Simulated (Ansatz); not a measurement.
# CH7ClSi2 (SMILES [SiH3]C[SiH2]Cl) at r2SCAN/def2-SVP

Aim: the energy change on altering one bond length of CH7ClSi2 at r2SCAN/def2-SVP, from 2 runs. 

The calculation is run with Ansatz 0.2.0.

49 further runs of the same task are left out: 49 set aside as unsound or not needed.

## (1) Starting point

The species is CH7ClSi2 (11 atoms), meant as a singlet with charge 0. As SMILES, `[SiH3]C[SiH2]Cl`. Geometry: relaxed at PBE0-D4/def2-TZVP. This is one conformer, not always the lowest.

Bond lengths: Si1–C2 1.877 Å, C2–Si3 1.856 Å, Si3–Cl4 2.062 Å, Si1–H5 1.486 Å, Si1–H6 1.487 Å, Si1–H7 1.487 Å, C2–H8 1.095 Å, C2–H9 1.095 Å, Si3–H10 1.483 Å, Si3–H11 1.483 Å. Some angles: Si1–C2–Si3 114.4°, C2–Si3–Cl4 110.3°, Si1–C2–H8 108.8°, Si1–C2–H9 108.8°, Si3–C2–H8 108.7°, Si3–C2–H9 108.7°, C2–Si1–H5 110.5°, C2–Si1–H6 110.2°, C2–Si1–H7 110.2°, C2–Si3–H10 111.0°.

## (2) The energy at r2SCAN/def2-SVP

Contents of input.yaml:

```yaml
crystal:
  periodic: [false, false, false]
  atoms:
    - {symbol: Si, position_ang: [1.006300, 1.285600, -0.182900]}
    - {symbol: C, position_ang: [-0.570400, 0.282700, -0.356100]}
    - {symbol: Si, position_ang: [-0.499800, -1.397400, 0.429000]}
    - {symbol: Cl, position_ang: [-2.287500, -2.388300, 0.158700]}
    - {symbol: H, position_ang: [0.854300, 2.610700, -0.838800]}
    - {symbol: H, position_ang: [1.323900, 1.497600, 1.254200]}
    - {symbol: H, position_ang: [2.143300, 0.566700, -0.816300]}
    - {symbol: H, position_ang: [-1.397400, 0.844300, 0.091100]}
    - {symbol: H, position_ang: [-0.797200, 0.162700, -1.420800]}
    - {symbol: H, position_ang: [0.561500, -2.228800, -0.187700]}
    - {symbol: H, position_ang: [-0.271500, -1.292800, 1.890200]}
basis:
  gaussian:
    orbitals: def2-SVP
accuracy: high
hamiltonian:
  xc: r2scan
output: {orbitals: {seedname: orbitals}}
```

On the command line:

```
$ ansatz run input.yaml --threads 1 --pin off --max-ram 2610MiB --events-out events.jsonl --progress --plain --runs-dir runs
```

The log of the run:

```text
Warning: RAYON_NUM_THREADS=1 ignored (pool sized by the plan → 1); use --threads N
Functional definition: r2SCAN
  name "r2SCAN"
  parameter k0 = 0.174
  parameter k1 = 0.065
  parameter a1 = 4.9479
  exchange = r2scan_x(k0 = k0, k1 = k1, a1 = a1)
  correlation = r2scan_c
2292 factors; integrals over basis functions are off by at most 1.0e-8 eV
mean field evaluation 1: about -29412.5652 eV, gradient 4.6e1 eV
mean field evaluation 2: about -29406.6361 eV, gradient 6.2e1 eV
mean field evaluation 4: about -29417.8631 eV, gradient 1.8e0 eV
mean field evaluation 8: about -29417.8620 eV, gradient 3.1e-2 eV
mean field evaluation 16: about -29417.8620 eV, gradient 4.8e-6 eV
mean field -29417.86204357 eV, -1081.0864899580 hartree, gradient 5.5e-8 eV, S^2 0.000000; 0 other end points of the search recorded, 0 dependent functions left out
reference -29417.86204438 eV, -1081.0864899880 hartree; 29, 29 occupied and 74, 74 virtual orbitals, 2292 factors
Total energy: -29417.86204438 eV, -1081.0864899880 hartree
```

It took 19 s on 1 thread of Arm Neoverse V2, shared host; peak memory 0.36 GiB.

## (3) The distorted shape, same level

Contents of job.yaml:

```yaml
crystal:
  periodic: [false, false, false]
  atoms:
    - {symbol: Si, position_ang: [0.847489, 1.179593, -0.901498]}
    - {symbol: C, position_ang: [-0.729211, 0.176693, -1.074698]}
    - {symbol: Si, position_ang: [-0.658611, -1.503407, -0.289598]}
    - {symbol: Cl, position_ang: [-2.446311, -2.494307, -0.559898]}
    - {symbol: H, position_ang: [0.695489, 2.504693, -1.557398]}
    - {symbol: H, position_ang: [1.323900, 1.497600, 1.254200]}
    - {symbol: H, position_ang: [1.984489, 0.460693, -1.534898]}
    - {symbol: H, position_ang: [-1.556211, 0.738293, -0.627498]}
    - {symbol: H, position_ang: [-0.956011, 0.056693, -2.139398]}
    - {symbol: H, position_ang: [0.402689, -2.334807, -0.906298]}
    - {symbol: H, position_ang: [-0.430311, -1.398807, 1.171602]}
basis:
  gaussian:
    orbitals: def2-SVP
accuracy: high
output:
  orbitals: {seedname: orbitals}
total_charge: 0
hamiltonian:
  xc: r2scan
```

On the command line:

```
$ ansatz run job.yaml --threads 1 --pin off --max-ram 2610MiB --events-out events.jsonl --progress --plain --runs-dir runs
```

The log of the run:

```text
Warning: RAYON_NUM_THREADS=1 ignored (pool sized by the plan → 1); use --threads N
Functional definition: r2SCAN
  name "r2SCAN"
  parameter k0 = 0.174
  parameter k1 = 0.065
  parameter a1 = 4.9479
  exchange = r2scan_x(k0 = k0, k1 = k1, a1 = a1)
  correlation = r2scan_c
2277 factors; integrals over basis functions are off by at most 9.8e-9 eV
mean field evaluation 1: about -29410.6463 eV, gradient 4.6e1 eV
mean field evaluation 2: about -29403.8980 eV, gradient 6.3e1 eV
mean field evaluation 4: about -29415.8773 eV, gradient 3.9e0 eV
mean field evaluation 8: about -29415.9429 eV, gradient 7.0e-2 eV
mean field evaluation 16: about -29415.9429 eV, gradient 5.5e-6 eV
mean field -29415.94290995 eV, -1081.0159630984 hartree, gradient 2.2e-8 eV, S^2 0.000000; 0 other end points of the search recorded, 0 dependent functions left out
reference -29415.94291079 eV, -1081.0159631293 hartree; 29, 29 occupied and 74, 74 virtual orbitals, 2277 factors
Total energy: -29415.94291079 eV, -1081.0159631293 hartree
```

Run time: 20 s. Hardware: 1 thread of Arm Neoverse V2, shared host; peak memory 0.36 GiB.

## (4) Outcome

Level: r2SCAN/def2-SVP.

```
                                                          quantity           value
                                         first shape: total energy  -1081.08649 Eh
                                          first shape: HOMO energy        -7.61 eV
                                          first shape: LUMO energy        -0.31 eV
                                        first shape: HOMO–LUMO gap         7.30 eV
                                     distorted shape: total energy  -1081.01596 Eh
                                      distorted shape: HOMO energy        -7.14 eV
                                      distorted shape: LUMO energy        -2.04 eV
                                    distorted shape: HOMO–LUMO gap         5.11 eV
energy change with the Si1–H6 bond stretched from 1.487 to 2.230 Å        1.919 eV
```

With the Si1–H6 bond stretched from 1.487 to 2.230 Å the energy rises by 1.92 eV (44 kcal/mol). The first shape isn't relaxed at this level, so the change isn't measured from a minimum.
